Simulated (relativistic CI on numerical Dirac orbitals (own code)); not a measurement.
# Mn: the cost of one run

Program: relativistic CI on numerical Dirac orbitals (own code) version 3. Level of theory: charge-transfer multiplet model of a cubic metal-ligand cluster with up to 1 ligand holes, Slater and spin-orbit integrals from Dirac-Coulomb-Breit ions, Slater integrals scaled by 0.8. These are calculated values, not measurements, unless marked.

## 1. The atom as given

| Item | Value |
| --- | --- |
| ion | Mn³⁺ (Mn IV) |
| nuclear charge | 25 |
| electrons | 22 |
| d electrons | 4 |
| ligand holes at most | 1 |
| parameters | in eV; Veg, Vt2g hoppings, tenDq and tenDqL metal and ligand splittings (negative tenDq: tetrahedral), red the scaling of hopping with a core hole |
| temperature | 300 K |
| widths | Lorentz 0.9 eV, Gauss 0.8 eV |

## 2. tenDq = 1.3 eV

Settings, as recorded:

```ini
cluster ion=Mn3+ d4 ligand_holes=1 slater_scale=0.8
Delta=3.8 Udd=6.7 Upd=8.7 tenDq=1.3 tenDqL=0.4 Veg=2 Vt2g=-1.08 red=0.9
spectrum xps 3p T=300 lorentz=0.9 gauss=0.8
```

On the command line:

```sh
$ python run_levels.py task.json out
```

task.json lists these runs, among others, and the program works through them in turn.

**Question.** How long does this run take on 1 thread of Intel Xeon 6975P-C, shared host, and how much memory does it need?

About 5.8 s, with a peak of 0.26 GiB.
